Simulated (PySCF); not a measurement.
# H7NPt (Pt(H)4(NH3)): the cost of one run

Program: PySCF 2.14.0. Level of theory: several levels, as the steps say, no spin–orbit coupling. These are calculated values, not measurements.

2 further runs of the same task are left out: 2 for a known fault of the program. Runs told in other sessions of the task aren't counted.

## (1) The system as given

9 atoms, charge 0, spin multiplicity 1.

Bond lengths: Pt1–H2 1.745 Å, Pt1–H3 1.792 Å, Pt1–H4 1.560 Å, Pt1–H5 1.578 Å, Pt1–N6 2.220 Å, N6–H7 1.020 Å, N6–H8 1.021 Å, N6–H9 1.019 Å. Angles: H2–Pt1–H3 28.0°, H2–Pt1–H4 74.7°, H2–Pt1–H5 156.6°, H2–Pt1–N6 115.8°, H3–Pt1–H4 102.7°, H3–Pt1–H5 175.4°, H3–Pt1–N6 87.7°, H4–Pt1–H5 81.9°, H4–Pt1–N6 169.6°, H5–Pt1–N6 87.6°, Pt1–N6–H7 108.0°, Pt1–N6–H8 109.5°, Pt1–N6–H9 117.7°, H7–N6–H8 106.8°, H7–N6–H9 107.1°, H8–N6–H9 107.3°.

As a file:

```xyz
9

Pt   -0.2602    0.2896    0.0312
H     1.1751    1.1310    0.5564
H     1.4946    0.3531    0.3879
H    -0.7326    1.7363    0.3739
H    -1.7880    0.1129   -0.3198
N     0.0250   -1.8336   -0.5527
H    -0.7554   -2.3712   -0.1757
H    -0.0241   -1.9168   -1.5689
H     0.8817   -2.2969   -0.2524
```

Formal oxidation states: Pt +4. An earlier session relaxed this geometry at PBE0, Pt def2-SVP with ECP60, H def2-SVP, N def2-SVP (singlet, point group C1).

At PBE0 on the finer grid: E = -178.180413 Eh, HOMO -6.08 eV, LUMO -0.05 eV, Mulliken charge on Pt1 -0.17 e, largest force component 0.038 eV/Å. 

Levels to run: BP86; HF; M06-L; wB97X; PBE0, TZVP; PBE0, x2c-SVP. Hardware: 2 threads of Arm Neoverse V1, shared host.

## (2) BP86

File run.py (the lines that set the calculation):

```python
mol = gto.M(atom='''
Pt    -0.26023     0.28958     0.03122
H      1.17509     1.13103     0.55639
H      1.49455     0.35310     0.38788
H     -0.73258     1.73628     0.37388
H     -1.78801     0.11295    -0.31980
N      0.02497    -1.83362    -0.55269
H     -0.75543    -2.37124    -0.17567
H     -0.02413    -1.91684    -1.56890
H      0.88167    -2.29687    -0.25241''',
    basis={'Pt': 'def2-SVP', 'H': 'def2-SVP', 'N': 'def2-SVP'},
    ecp={'Pt': 'def2-SVP'},
    charge=0, spin=0)
mf = dft.RKS(mol, xc='B88,P86')
mf.grids.atom_grid = (75, 302)
mf = mf.density_fit()  # fitting sets: Pt def2-universal-JKFIT, H def2-universal-JKFIT, N def2-universal-JKFIT
mf.conv_tol = 1e-08; mf.max_cycle = 55
mf.kernel(dm0)  # dm0: the density of the relaxed state
```

Command:

```bash
> OMP_NUM_THREADS=2 python run.py
```

**Question.** How long does this run take on 2 threads of Arm Neoverse V1, shared host?

About 3.8 s.
